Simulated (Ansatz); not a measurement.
# Be3N2 and its elements: a formation energy from the elements

With Ansatz 0.2.0, Python API.

Notebook, run cell by cell (the value of a cell's last expression is shown):

**Cell 1**
```python
from collections import Counter

import ansatz as az
from ase import Atoms
import numpy as np
```

**Cell 2**
```python
GASES = {'N2'}
```

**Cell 3**
```python
def solve(name, crystal):
    calc = crystal.calculation()
    calc = calc.functional('LDA').basis(470)
    calc = calc.kpoints(spacing=0.3).occupations('cold', width=0.02)
    calc = calc.stress()
    if name in GASES:
        return calc.kpoints(1, 1, 1).relax(force_tolerance=0.02).run(threads=1, backend='cpu')
    calc = calc.relax(force_tolerance=0.02, cell=True)
    return calc.run(threads=1, backend='cpu')
```

**Cell 4**
```python
def counts(outcome):
    return Counter(site.symbol for site in outcome.lattice.sites)
```

**Cell 5**
```python
def formation_energy(outcome, mu):
    n = counts(outcome)
    return (outcome.report['energy_sigma0_ev'] - sum(k * mu[element] for element, k in n.items())) / sum(n.values())


def volume_per_atom(outcome):
    return abs(np.linalg.det(outcome.lattice.cell_ang)) / len(outcome.lattice.sites)
```

**Cell 6**
```python
phases = {}
be3n2 = (
    az.Lattice.from_parameters(2.817778, 2.817778, 4.667022, alpha=90, beta=90, gamma=120)
    .space_group(164)
    .atom('Be', (0.0, 0.0, 0.0))
    .atom('Be', (2 / 3, 1 / 3, 0.649633))
    .atom('N', (1 / 3, 2 / 3, 0.747058))
)
phases['Be3N2'] = be3n2
be = (
    az.Lattice.from_parameters(2.2853, 2.2853, 3.5842, alpha=90, beta=90, gamma=120)
    .space_group(194)
    .atom('Be', (1 / 3, 2 / 3, 0.25))
)
phases['Be'] = be
atoms = Atoms(
    ['N', 'N'],
    scaled_positions=[
        (0.5, 0.5, 0.4445),
        (0.5, 0.5, 0.5555),
    ],
    cell=[
        (9.0, 0.0, 0.0),
        (0.0, 9.5, 0.0),
        (0.0, 0.0, 10.0),
    ],
    pbc=True,
)
n2 = az.Crystal.from_ase(atoms)
phases['N2'] = n2
```

**Cell 7**
```python
done = {}
for name, crystal in phases.items():
    done[name] = solve(name, crystal)
    print(f'{name}: {done[name].report["energy_sigma0_ev"]:.4f} eV, {len(done[name].lattice.sites)} atoms')
```
Output:
```text
Be3N2: -1017.5952 eV, 5 atoms
Be: -176.4523 eV, 2 atoms
DeckWarning: output.stress: scf.convergence.dr2_threshold = 1e-7 eV (the SCF's general default) is looser than the 2e-10 eV advised for a printed stress (1e-10 eV for each atom of the cell: 2). What an SCF threshold leaves in a stress goes as its square root, and in the free energy as the threshold itself, and one threshold admits the most on a small cell: of the crystals measured, under no [...]
N2: -747.1637 eV, 2 atoms
```

**Cell 8**
```python
# energy of one atom in its reference phase
references = {'Be': 'Be', 'N': 'N2'}
mu = {element: done[name].report['energy_sigma0_ev'] / len(done[name].lattice.sites) for element, name in references.items()}
```

**Cell 9**
```python
target = done['Be3N2']
heat = formation_energy(target, mu)
n = counts(target)
print('cell content:', dict(n), ' volume', round(volume_per_atom(target), 3), 'A^3/atom')
print('formation energy', round(heat, 4), 'eV/atom,', round(heat * sum(n.values()), 4), 'eV per cell')
print('bound against the elements' if heat < 0 else 'unbound against the elements')
# gas references are bare DFT energies, without zero-point or fitted corrections
```
Output:
```text
cell content: {<Element.BE: 'Be'>: 3, <Element.N: 'N'>: 2}  volume 6.134 A^3/atom
formation energy -1.1506 eV/atom, -5.7531 eV per cell
bound against the elements
```

What to keep in mind:
- Absolute energies stand on the zero of these potentials, so only differences at equal settings mean something.
- For the metals among these phases the mesh is modest: differences between phases can be off by up to 40 meV an atom.
- The cells come from databases of deposited and of computed structures, and not all need be stable phases.
- Warnings are shown shortened and without file and line.
- The compound is the structure given, not necessarily its lowest; energies are at zero temperature, with no correction for gases. A semilocal functional's error on such energies is often 0.05 to 0.1 eV an atom, and 0.1 to 0.3 eV against gases such as O2 or F2.
- Timing: 28 s on 1 thread of Arm Neoverse N1, on a shared host, peak memory 0.55 GiB.

(Lines on the test bed's own set-up are left out of the output.)
